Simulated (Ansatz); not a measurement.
A nudged elastic band was laid between two geometries of a periodic cell of 63 atoms, Si$_{62}$P (host Si, host structure diamond, dopant P, one Si atom removed), cell charge -1.

Level of theory: Ansatz 0.2.0, DFT PBE, scalar-relativistic, plane waves, PAW. Settings: PAW set soft_1, cutoff 420 eV, k mesh 1x1x1, gaussian smearing 0.02 eV, no spin polarisation.

```
movable images  : 5
climbing image  : yes
spring          : 5.0 eV/Å²
optimiser       : quadratic models (default)
start path      : straight line
force threshold : 0.05 eV/Å
iteration limit : 80
end points      : relaxed
```

Image 0:

```xyz
63
Lattice="10.8600 0.0000 0.0000 0.0000 10.8600 0.0000 0.0000 0.0000 10.8600" Properties=species:S:1:pos:R:3
Si 5.418 0.017 0.028
Si 6.797 1.368 1.393
Si 8.152 2.745 0.029
Si 9.563 4.130 1.349
Si 8.157 -0.025 2.743
Si 9.503 1.371 4.064
Si 0.006 -0.063 0.059
Si 1.367 1.330 1.375
Si 2.733 2.701 0.005
Si 4.104 4.068 1.375
Si 5.496 5.429 0.058
Si 6.880 6.833 1.396
Si 8.100 8.195 -0.074
Si 9.462 9.415 1.397
Si 2.650 -0.079 2.751
Si 4.085 1.350 4.082
Si 5.513 2.786 2.752
Si 7.002 4.295 3.996
Si 8.583 5.797 2.709
Si 5.426 0.008 5.460
Si 6.786 1.426 6.762
Si 8.167 2.789 5.393
Si 9.540 4.105 6.783
Si 8.126 0.077 8.149
Si 9.515 1.342 9.562
Si 0.060 5.374 -0.097
Si 1.303 6.730 1.351
Si 2.688 8.142 0.030
Si 4.067 9.497 1.391
Si 0.013 2.717 2.701
Si 1.369 4.065 4.063
Si 2.716 5.421 2.702
Si 4.063 6.791 4.064
Si 5.458 8.138 2.744
Si 6.800 9.494 4.143
Si -0.055 -0.075 5.392
Si 1.329 1.312 6.743
Si 2.724 2.709 5.422
Si 4.121 4.104 6.743
Si 5.508 5.488 5.393
Si 6.780 6.883 6.802
P 8.142 8.151 5.455
Si 9.411 9.514 6.802
Si 2.694 0.009 8.140
Si 4.076 1.357 9.499
Si 5.424 2.741 8.141
Si 6.806 4.096 9.485
Si 8.158 5.471 8.116
Si 9.504 6.791 9.501
Si -0.367 7.708 2.711
Si 1.138 9.293 3.993
Si 0.000 5.435 5.385
Si 1.329 6.755 6.783
Si 2.643 8.128 5.390
Si 4.007 9.507 6.760
Si -0.011 2.664 8.121
Si 1.413 4.021 9.413
Si 2.770 5.445 8.121
Si 4.091 6.781 9.562
Si 5.357 8.169 8.148
Si 6.731 9.563 9.447
Si -0.038 8.136 8.116
Si 1.338 9.487 9.485
```

Image 6:

Only the atoms that move by more than 0.05 Å are listed.
```
Si4 9.532 4.061 1.346
Si5 8.149 -0.064 2.774
Si7 -0.018 -0.021 0.000
Si11 5.451 5.448 0.000
Si12 6.831 6.792 1.387
Si13 8.146 8.144 -0.010
Si14 9.498 9.459 1.387
Si15 2.715 -0.021 2.733
Si17 5.451 2.715 2.733
Si18 6.831 4.102 4.077
Si19 8.246 5.446 2.731
Si21 6.776 1.370 6.799
Si22 8.146 2.705 5.429
Si23 9.498 4.102 6.744
Si24 8.135 0.002 8.147
Si25 9.480 1.374 9.519
Si26 0.012 5.418 -0.034
Si27 1.369 6.758 1.346
Si35 6.842 9.448 4.234
Si41 6.842 6.949 6.733
P42 9.462 6.828 4.113
Si43 9.341 9.448 6.733
Si50 -0.016 8.044 2.731
Si51 1.328 9.459 4.077
Si52 -0.016 5.446 5.329
Si53 1.328 6.792 6.744
Si54 2.725 8.144 5.429
Si55 4.060 9.514 6.799
Si56 -0.018 2.715 8.124
Si57 1.366 4.064 9.474
Si58 2.715 5.448 8.124
Si59 4.056 6.810 9.519
Si60 5.428 8.155 8.147
Si61 6.776 9.514 9.515
```

(1) What changes between the two ends?

(2) Give the energies along the band, and the barrier.

(3) What is the geometry of the highest image?

Answers

(1) Contacts lost: Si35–P42, Si41–P42, P42–Si43. Contacts made: Si19–P42, P42–Si50, P42–Si52. The atom that moves furthest is P42, by 2.30 Å; four of its nearest neighbours are Si41 2.30, Si43 2.30, Si35 2.31, Si50 3.64 Å at the first end and Si50 2.30, Si52 2.30, Si19 2.30, Si41 3.71 Å at the last.

(2) The forces met the threshold. The highest image is number 3 of 0 to 6, 0.95 eV above the first end and 0.76 eV above the last; the last end lies 0.19 eV above the first. By the program's own check the climbing image is a first-order saddle point (lowest curvatures found: -1.76 and 0.66 eV/Å²). Limits of this set-up: coarse k mesh, no spin, though dangling bonds at a vacancy may carry it, charged cell in a uniform background, uncorrected.

| image | path coordinate (Å) | energy (eV) | Si35–P42 (Å) | Si41–P42 (Å) | P42–Si43 (Å) |
| --- | --- | --- | --- | --- | --- |
| 0 | 0.00 | 0.00 | 2.31 | 2.30 | 2.30 |
| 1 | 1.23 | 0.19 | 2.28 | 2.30 | 2.28 |
| 2 | 2.47 | 0.26 | 2.32 | 2.38 | 2.33 |
| 3 | 3.70 | 0.95 | 2.39 | 3.27 | 2.75 |
| 4 | 4.44 | 0.62 | 2.55 | 3.48 | 3.43 |
| 5 | 5.19 | 0.33 | 3.29 | 3.60 | 3.58 |
| 6 | 5.93 | 0.19 | 3.71 | 3.71 | 3.71 |

(3) 
```xyz
63
Lattice="10.8600 0.0000 0.0000 0.0000 10.8600 0.0000 0.0000 0.0000 10.8600" Properties=species:S:1:pos:R:3:forces:R:3
Si 5.430 0.007 -0.012 0.00 0.00 0.00
Si 6.717 1.443 1.365 0.00 0.00 0.00
Si 8.147 2.733 0.025 0.00 0.00 0.00
Si 9.484 4.149 1.458 0.00 0.00 0.00
Si 8.148 0.083 2.620 0.00 0.00 0.00
Si 9.509 1.364 4.065 0.00 0.00 0.00
Si 0.072 -0.008 -0.086 0.00 0.00 0.00
Si 1.359 1.369 1.349 0.00 0.00 0.00
Si 2.721 2.721 0.004 0.00 0.00 0.00
Si 4.055 4.101 1.386 0.00 0.00 0.00
Si 5.465 5.371 0.003 0.00 0.00 0.00
Si 6.822 6.785 1.390 0.00 0.00 0.00
Si 8.141 8.151 -0.007 0.00 0.00 0.00
Si 9.501 9.596 1.274 0.00 0.00 0.00
Si 2.739 0.017 2.707 0.00 0.00 0.00
Si 4.200 1.241 4.125 0.00 0.00 0.00
Si 5.413 2.777 2.782 0.00 0.00 0.00
Si 6.840 4.152 4.128 0.00 0.00 0.00
Si 8.222 5.603 2.887 0.00 0.00 0.00
Si 5.632 -0.214 5.396 0.00 0.00 0.00
Si 6.805 1.304 6.771 0.00 0.00 0.00
Si 8.153 2.712 5.448 0.00 0.00 0.00
Si 9.526 4.119 6.749 0.00 0.00 0.00
Si 8.165 -0.101 8.067 0.00 0.00 0.00
Si 9.502 1.331 9.483 0.00 0.00 0.00
Si -0.016 5.445 0.052 0.00 0.00 0.00
Si 1.158 6.821 1.570 0.00 0.00 0.00
Si 2.589 8.091 0.115 0.00 0.00 0.00
Si 4.050 9.510 1.339 0.00 0.00 0.00
Si 0.014 2.731 2.726 0.00 0.00 0.00
Si 1.439 3.992 4.120 0.00 0.00 0.00
Si 2.681 5.447 2.759 0.00 0.00 0.00
Si 4.097 6.797 4.085 0.00 0.00 0.00
Si 5.433 8.147 2.686 0.00 0.00 0.00
Si 7.063 9.346 3.925 0.00 0.00 0.00
Si -0.033 -0.033 5.432 0.00 0.00 0.00
Si 1.325 1.354 6.846 0.00 0.00 0.00
Si 2.789 2.606 5.464 0.00 0.00 0.00
Si 4.101 4.086 6.789 0.00 0.00 0.00
Si 5.484 5.509 5.493 0.00 0.00 0.00
Si 6.812 6.936 6.836 0.00 0.00 0.00
P 8.825 7.808 4.409 0.00 0.00 0.00
Si 9.427 9.330 6.613 0.00 0.00 0.00
Si 2.734 -0.030 8.115 0.00 0.00 0.00
Si 4.068 1.353 9.496 0.00 0.00 0.00
Si 5.437 2.686 8.125 0.00 0.00 0.00
Si 6.834 4.053 9.463 0.00 0.00 0.00
Si 8.123 5.467 8.098 0.00 0.00 0.00
Si 9.496 6.769 9.504 0.00 0.00 0.00
Si -0.274 8.292 2.870 0.00 0.00 0.00
Si 1.356 9.531 4.069 0.00 0.00 0.00
Si -0.022 5.381 5.280 0.00 0.00 0.00
Si 1.305 6.723 6.708 0.00 0.00 0.00
Si 2.692 8.131 5.419 0.00 0.00 0.00
Si 4.108 9.457 6.769 0.00 0.00 0.00
Si -0.045 2.754 8.164 0.00 0.00 0.00
Si 1.352 4.092 9.530 0.00 0.00 0.00
Si 2.688 5.427 8.131 0.00 0.00 0.00
Si 4.000 6.752 9.611 0.00 0.00 0.00
Si 5.350 8.096 8.224 0.00 0.00 0.00
Si 6.775 9.490 9.486 0.00 0.00 0.00
Si -0.051 8.088 8.064 0.00 0.00 0.00
Si 1.376 9.434 9.439 0.00 0.00 0.00
```

Run time: 19 min on 4 threads of Arm Neoverse V1 (shared host), peak memory 3.7 GiB.
